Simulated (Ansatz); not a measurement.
**Tungsten, fcc: r²SCAN0 after r²SCAN**

Aim: see what exact exchange does to the levels, and what it costs. Spin polarisation is left out. The cell comes from an earlier r²SCAN relaxation. Exact exchange is dear, so the k-mesh is coarse, and r²SCAN is run on the same mesh for comparison.

Method: DFT, plane waves (500 eV) with PBE-made PAW files, scalar-relativistic; functionals as named at each step, in Ansatz 0.2.0.

The structure is cubic, space group Fm-3m (No. 225). Conventional cell: a = 4.018 Å, b = 4.018 Å, c = 4.018 Å, α = 90.00°, β = 90.00°, γ = 90.00°. W (site symmetry m-3m) has 12 W at 2.84 Å as nearest neighbours.

Structure file:

```xyz
1
Lattice="0.0000 2.0091 2.0091 2.0091 0.0000 2.0091 2.0091 2.0091 0.0000" Properties=species:S:1:pos:R:3 pbc="T T T"
W     0.0000    0.0000    0.0000
```

| quantity | value |
| --- | --- |
| r²SCAN: gap | none (levels filled in part) |
| r²SCAN0: gap | none (levels filled in part) |
| r²SCAN0: SCF cycles, exchange loops | 19, 4 |
| r²SCAN0: CPU time over that of r²SCAN | 14 |
| r²SCAN0: relative to bcc | +717 meV/atom |

In words: Neither r²SCAN nor r²SCAN0 shows a clean gap on this mesh. r²SCAN0 cost 14 times the CPU time of r²SCAN. The exchange operator of r²SCAN0 was renewed in 4 outer loops. The dense-mesh value adds -26.0 meV/atom, the change that r²SCAN shows between the coarse mesh and its own dense run (not shown). Under r²SCAN0 it lies 717 meV/atom above bcc (computed apart in the same way); on such meshes a few tens of meV are uncertain for metals. The total energies in the logs cannot be compared from one functional to another.

**Question.** Which input and command would start the first run of this session?

The input that was used; it is not the only one that fits:

The run with r²SCAN.

The input, input.yaml:

```yaml
crystal:
  lattice:
    - [0.0, 2.0090645736, 2.0090645736]
    - [2.0090645736, 0.0, 2.0090645736]
    - [2.0090645736, 2.0090645736, 0.0]
  atoms:
    - { symbol: W, position: [0.0, 0.0, 0.0] }
hamiltonian:
  xc: r2scan
  pseudopotentials:
    kind: paw
    azcp:
      W: "pseudopotentials/W.paw.azcp"
basis:
  ecutwfc: 500
  fft_grid_basis: typed
kpoints:
  mp_grid: { grid: [7, 7, 7], shift: [0, 0, 0] }
magnetization:
  spin_polarized: false
scf:
  occupations: { method: fermi_dirac, width: 0.1 }
```

On the command line:

```
$ ansatz run input.yaml --threads 4 --pin off --max-ram 8192MiB --backend cpu --events-out ev --progress --plain --runs-dir out
```
